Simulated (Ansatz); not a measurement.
# AlF2H6NSi2: the cost of one run

Method: the settings change from run to run; program: Ansatz 0.2.0, Gaussian basis.

## (1) The relaxed structure

An earlier PBE0-D4 in a triple-zeta def2 set relaxation fixed the geometry.

SMILES `[F][Al]([F])[N]([SiH3])[SiH3]`, 12 atoms, charge 0, spin multiplicity 1.

Atoms are counted from 1 here; the program's logs count them from 0.

Bond lengths: F1–Al2 1.637 Å, Al2–F3 1.637 Å, Al2–N4 1.765 Å, N4–Si5 1.743 Å, N4–Si6 1.743 Å, Si5–H7 1.484 Å, Si5–H8 1.488 Å, Si5–H9 1.487 Å, Si6–H10 1.484 Å, Si6–H11 1.487 Å, Si6–H12 1.488 Å. Angles: F1–Al2–F3 118.4°, F1–Al2–N4 120.9°, F3–Al2–N4 120.7°, Al2–N4–Si5 121.6°, Al2–N4–Si6 121.7°, Si5–N4–Si6 116.7°, N4–Si5–H7 109.4°, N4–Si5–H8 108.9°, N4–Si5–H9 111.4°, H7–Si5–H8 109.7°, H7–Si5–H9 109.2°, H8–Si5–H9 108.2°, N4–Si6–H10 109.3°, N4–Si6–H11 111.4°, N4–Si6–H12 109.0°, H10–Si6–H11 109.3°, H10–Si6–H12 109.7°, H11–Si6–H12 108.2°.

## (2) RPBE/6-31++G**

Options: multiplicity 3, atoms shaken by 0.08 Å, D3(BJ) dispersion, the search for lower states set to light.

in.yaml

```yaml
crystal:
  periodic: [false, false, false]
  atoms:
    - {symbol: F, position_ang: [2.097503, -2.195789, 0.260706]}
    - {symbol: Al, position_ang: [0.904599, -1.512894, 0.894792]}
    - {symbol: F, position_ang: [0.352914, -1.924209, 2.384372]}
    - {symbol: N, position_ang: [0.149383, -0.075399, 0.187159]}
    - {symbol: Si, position_ang: [-1.391352, 0.684255, 0.649769]}
    - {symbol: Si, position_ang: [0.564323, 0.486099, -1.350525]}
    - {symbol: H, position_ang: [-2.162893, -0.477407, 1.525120]}
    - {symbol: H, position_ang: [-2.110779, 0.837225, -0.393349]}
    - {symbol: H, position_ang: [-1.321305, 1.806948, 1.384119]}
    - {symbol: H, position_ang: [2.010440, 0.283523, -1.556382]}
    - {symbol: H, position_ang: [0.011854, 0.046789, -2.568321]}
    - {symbol: H, position_ang: [0.583238, 2.104028, -1.320641]}
basis:
  gaussian: {orbitals: "6-31++G**"}
magnetization: {spin_polarized: true, initial_magnetization: 2}
hamiltonian: {xc: {name: RPBE}, dispersion: d3bj}
scf: {lower_state_search: light}
output: {forces: true}
```

Started as:

```sh
$ ansatz run in.yaml --threads 4 --pin off --events-out ev --progress --plain --max-ram 11315MiB
```

Q: Estimate wall time and peak memory on 4 threads of Intel Xeon Platinum 8259CL at 2.50GHz, shared host.

About 9.5 s, with a peak of 0.38 GiB.
